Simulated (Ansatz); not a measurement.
# Cl2GeH5O2P: the cost of one run

Method: RKS PBE/def2-SVP, in Ansatz 0.2.0.

## (1) The system as given

Bond lengths: Ge1–O2 2.120 Å, O2–H3 1.010 Å, Ge1–O4 1.770 Å, O4–H5 1.010 Å, Ge1–Cl6 2.218 Å, Ge1–Cl7 2.218 Å, Ge1–P8 2.570 Å, P8–H9 1.420 Å, P8–H10 1.420 Å, P8–H11 1.645 Å. Angles (14 of 18 angles, heavy atoms first): O2–Ge1–O4 109.4°, O2–Ge1–Cl6 109.5°, O2–Ge1–Cl7 109.5°, O2–Ge1–P8 71.6°, O4–Ge1–Cl6 109.5°, O4–Ge1–Cl7 109.5°, O4–Ge1–P8 75.6°, Cl6–Ge1–Cl7 109.5°, Cl6–Ge1–P8 64.5°, Cl7–Ge1–P8 173.5°, Ge1–O2–H3 109.5°, Ge1–O4–H5 109.5°, Ge1–P8–H9 109.5°, Ge1–P8–H10 109.5°.

Structure file:

```xyz
11

Ge    0.0000    0.0000    0.0000
O     0.0000    0.0000    2.1200
H    -0.9095   -0.2814    2.4571
O     1.6691    0.0000   -0.5894
H     1.9855   -0.9521   -0.7061
Cl   -1.0456    1.8115   -0.7393
Cl   -1.0456   -1.8115   -0.7393
P     0.9634    2.2405    0.8104
H     2.0756    1.9989    1.6596
H     1.3811    3.0092   -0.3082
H     0.4966    1.1549    1.9541
```

## (2) A restrained relaxation towards end A

Springs on the bonds that form and break draw the guess towards this end; the thresholds are loose.

File input.yaml:

```yaml
crystal:
  periodic: [false, false, false]
  atoms:
    - { symbol: Ge, position_ang: [0.0, 0.0, 0.0] }
    - { symbol: O, position_ang: [0.0, 0.0, 2.12] }
    - { symbol: H, position_ang: [-0.9095, -0.2814, 2.4571] }
    - { symbol: O, position_ang: [1.6691, 0.0, -0.5894] }
    - { symbol: H, position_ang: [1.9855, -0.9521, -0.7061] }
    - { symbol: Cl, position_ang: [-1.0456, 1.8115, -0.7393] }
    - { symbol: Cl, position_ang: [-1.0456, -1.8115, -0.7393] }
    - { symbol: P, position_ang: [0.9634, 2.2405, 0.8104] }
    - { symbol: H, position_ang: [2.0756, 1.9989, 1.6596] }
    - { symbol: H, position_ang: [1.3811, 3.0092, -0.3082] }
    - { symbol: H, position_ang: [0.4966, 1.1549, 1.9541] }
basis:
  gaussian: { orbitals: def2-SVP }
hamiltonian:
  xc: pbe
relax:
  f_tol: 0.15
  max_steps: 25
  restrain:
    - { distance: [0, 7], at: 3.47, k: 30.0 }
    - { distance: [10, 1], at: 2.21, k: 30.0 }
    - { distance: [0, 1], at: 1.77, k: 30.0 }
    - { distance: [10, 7], at: 1.42, k: 30.0 }
```

Launch:

```sh
> ansatz run input.yaml --threads 4 --pin off --max-ram 5120MiB --backend cpu --events-out ev --progress --plain --runs-dir out
```

What time and memory should one allow on 4 threads of Intel Xeon 6975P-C (Granite Rapids), shared host?

About 18 s, with a peak of 0.23 GiB.
